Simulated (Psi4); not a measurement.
**AlHOF2 (SMILES [OH][Al]([F])[F]) at CISD/cc-pV(D+d)Z**

What is the energy difference between two shapes of AlHOF2 at CISD/cc-pV(D+d)Z? 

The calculation is run with Psi4 1.11.

## Step 1: The structure to begin with

The species is AlHOF2 (5 atoms), meant as a singlet with charge 0. SMILES: `[OH][Al]([F])[F]`. The shape is that of a PBE0-D4/def2-TZVP optimisation.

Bond lengths: O1–Al2 1.674 Å, Al2–F3 1.633 Å, Al2–F4 1.638 Å, O1–H5 0.955 Å. Angles: O1–Al2–F3 119.1°, O1–Al2–F4 122.4°, F3–Al2–F4 118.6°, Al2–O1–H5 123.7°.

## Step 2: A single-point energy at CISD/cc-pV(D+d)Z

Contents of input.json:

```json
{
  "schema_name": "qcschema_input",
  "schema_version": 1,
  "molecule": {
    "schema_name": "qcschema_molecule",
    "schema_version": 2,
    "symbols": ["O", "Al", "F", "F", "H"],
    "geometry": [0.00850377, 2.31869395, 0.00453534, 0.35092214, -0.82240881, 0.17404378, 2.81077864, -1.98534627, 1.63007776, -1.69678509, -2.78129891, -1.07090779, -1.3793111, 3.13146516, -0.81598374],
    "molecular_charge": 0,
    "molecular_multiplicity": 1,
    "fix_com": true,
    "fix_orientation": true
  },
  "driver": "energy",
  "model": {
    "method": "cisd",
    "basis": "cc-pV(D+d)Z"
  },
  "keywords": {
    "reference": "rhf",
    "scf_type": "direct",
    "freeze_core": true
  }
}
```

Launch:

```console
psi4 --qcschema input.json -n 1 --memory 1600MB
```

stdout (excerpt; [...] marks lines left out):

```text
[...]
  Running in c1 symmetry.
[...]
  Nuclear repulsion =  160.477498817921798
[...]
  Multiplicity = 1
[...]
  Nalpha       = 20
  Nbeta        = 20
[...]
    Number of basis functions: 70
[...]
   @DF-RHF iter   1:  -516.30320340154685   -1.35748e+00   9.46314e-03 ADIIS/DIIS
[...]
   @RHF iter  18:  -516.46630540168110   -3.41061e-13   3.88947e-09 DIIS
[...]
    Orbital Energies [Eh]
    ---------------------
    Doubly Occupied:
       1A    -58.545921     2A    -26.279401     3A    -26.275490
       4A    -20.570230     5A     -4.957983     6A     -3.275297
       7A     -3.274461     8A     -3.273375     9A     -1.566863
      10A     -1.557228    11A     -1.336211    12A     -0.728058
      13A     -0.690103    14A     -0.667376    15A     -0.646558
      16A     -0.646528    17A     -0.631639    18A     -0.624461
      19A     -0.547050    20A     -0.527064
[...]
  @RHF Final Energy:  -516.46630540168110
   => Energetics <=
    Nuclear Repulsion Energy =            160.4774988179217985
    One-Electron Energy =               -1040.6450164100228903
    Two-Electron Energy =                 363.7012121904200512
    Total Energy =                       -516.4663054016810975
[...]
 Multipole Moments:
 ------------------------------------------------------------------------------------
     Multipole            Electronic (a.u.)      Nuclear  (a.u.)        Total (a.u.)
 ------------------------------------------------------------------------------------
 L = 1.  Multiply by 2.5417464519 to convert [e a0] to [Debye]
 Dipole X            :        -13.8504234           13.2766488           -0.5737746
 Dipole Y            :         32.4838932          -31.9101044            0.5737889
 Dipole Z            :         -6.8517593            6.5153979           -0.3363614
 Magnitude           :                                                    0.8784019
[...]
      * SCS-MP2 total energy:                 -517.067722287828
[...]
      * MP2 total energy:                     -517.090326337589
[...]
      * CISD total energy:                    -517.028532286961
[...]
```

The result, in JSON:

```text
{
 "driver": "energy",
 "model": {
  "method": "cisd",
  "basis": "cc-pV(D+d)Z"
 },
 "success": true,
 "return_result": -517.0285322869613,
 "properties": {
  "calcinfo_nbasis": 70,
  "calcinfo_nmo": 70,
  "calcinfo_nalpha": 20,
  "calcinfo_nbeta": 20,
  "calcinfo_natom": 5,
  "nuclear_repulsion_energy": 160.4774988179218,
  "return_energy": -517.0285322869613,
  "scf_one_electron_energy": -1040.645016410023,
  "scf_two_electron_energy": 363.70121219042005,
  "scf_dipole_moment": [-0.573774572633102, 0.5737888568345006, -0.33636141986428836],
  "scf_total_energy": -516.4663054016811,
  "scf_iterations": 18,
  "mp2_same_spin_correlation_energy": -0.17008642724254175,
  "mp2_opposite_spin_correlation_energy": -0.4539345086657769,
  "mp2_singles_energy": 0.0,
  "mp2_doubles_energy": -0.6240209359083186,
  "mp2_correlation_energy": -0.6240209359083186,
  "mp2_total_energy": -517.0903263375894
 }
}
```

It took 21 s on 1 thread of Intel Xeon Platinum 8375C at 2.90GHz (Ice Lake), shared host; peak memory 0.42 GiB.

## Step 3: The distorted shape

Contents of calc.py:

```python
import psi4

psi4.set_memory('1600 MB')
psi4.set_num_threads(1)
psi4.set_output_file('run.log', False)

geom = psi4.geometry("""
O      0.017600     1.248138     0.041594
Al     0.168497    -0.518192     0.063898
F      1.533318    -1.037273     0.695650
F     -0.862004    -1.467581    -0.550500
H     -0.777857     1.636415    -0.425747
no_reorient
no_com
""")

options = {'basis': 'cc-pV(D+d)Z', 'reference': 'rhf', 'scf_type': 'direct', 'freeze_core': True}
psi4.set_options(options)

result, w = psi4.energy('cisd', return_wfn=True)
print(f'total energy {result:.8f} hartree = {result * 27.211386:.5f} eV')
```

Launch:

```console
python calc.py
```

run.log (excerpt; [...] marks lines left out):

```text
[...]
  Running in c1 symmetry.
[...]
  Nuclear repulsion =  162.593261527394333
[...]
  Multiplicity = 1
[...]
  Nalpha       = 20
  Nbeta        = 20
[...]
    Number of basis functions: 70
[...]
   @DF-RHF iter   1:  -516.28179083295129   -1.32131e+00   9.48333e-03 DIIS/ADIIS
[...]
   @RHF iter  19:  -516.44778092275067   -2.16005e-12   9.92301e-09 DIIS
[...]
    Orbital Energies [Eh]
    ---------------------
    Doubly Occupied:
       1A    -58.536592     2A    -26.298970     3A    -26.278089
       4A    -20.562364     5A     -4.953893     6A     -3.272797
       7A     -3.270234     8A     -3.267771     9A     -1.605421
      10A     -1.570188    11A     -1.298827    12A     -0.736751
      13A     -0.692131    14A     -0.682488    15A     -0.677032
      16A     -0.655047    17A     -0.643600    18A     -0.629403
      19A     -0.526141    20A     -0.501543
[...]
  @RHF Final Energy:  -516.44778092275067
   => Energetics <=
    Nuclear Repulsion Energy =            162.5932615273943327
    One-Electron Energy =               -1044.7635222860171780
    Two-Electron Energy =                 365.7224798358722069
    Total Energy =                       -516.4477809227505531
[...]
 Multipole Moments:
 ------------------------------------------------------------------------------------
     Multipole            Electronic (a.u.)      Nuclear  (a.u.)        Total (a.u.)
 ------------------------------------------------------------------------------------
 L = 1.  Multiply by 2.5417464519 to convert [e a0] to [Debye]
 Dipole X            :        -15.1051021           14.3529046           -0.7521975
 Dipole Y            :         33.5297878          -33.3700368            0.1597510
 Dipole Z            :         -4.1633149            3.8626550           -0.3006599
 Magnitude           :                                                    0.8256621
[...]
      * SCS-MP2 total energy:                 -517.049717656579
[...]
      * MP2 total energy:                     -517.072174336629
[...]
      * CISD total energy:                    -517.010151901969
[...]
```

Standard output:

```text
total energy -517.01015190 hartree = -14068.56281 eV
```

Wall time 20 s (1 thread of Intel Xeon Platinum 8375C at 2.90GHz (Ice Lake), shared host); peak memory 0.42 GiB.

## Step 4: Outcome

Level: CISD/cc-pV(D+d)Z, 8 core orbitals frozen.

```
                                                    quantity          value
                                   first shape: total energy  -517.02853 Eh
            first shape: HOMO energy (Hartree–Fock orbitals)      -14.34 eV
            first shape: LUMO energy (Hartree–Fock orbitals)        2.10 eV
          first shape: HOMO–LUMO gap (Hartree–Fock orbitals)       16.45 eV
    first shape: correlation energy (8 core orbitals frozen)     -562.2 mEh
                               distorted shape: total energy  -517.01015 Eh
        distorted shape: HOMO energy (Hartree–Fock orbitals)      -13.65 eV
        distorted shape: LUMO energy (Hartree–Fock orbitals)        2.07 eV
      distorted shape: HOMO–LUMO gap (Hartree–Fock orbitals)       15.72 eV
distorted shape: correlation energy (8 core orbitals frozen)     -562.4 mEh
                      energy change with the atoms displaced       0.500 eV
```

**Reading.** With the atoms displaced the energy rises by 0.50 eV (48.3 kJ/mol). The first shape isn't relaxed at this level, so the change isn't measured from a minimum.
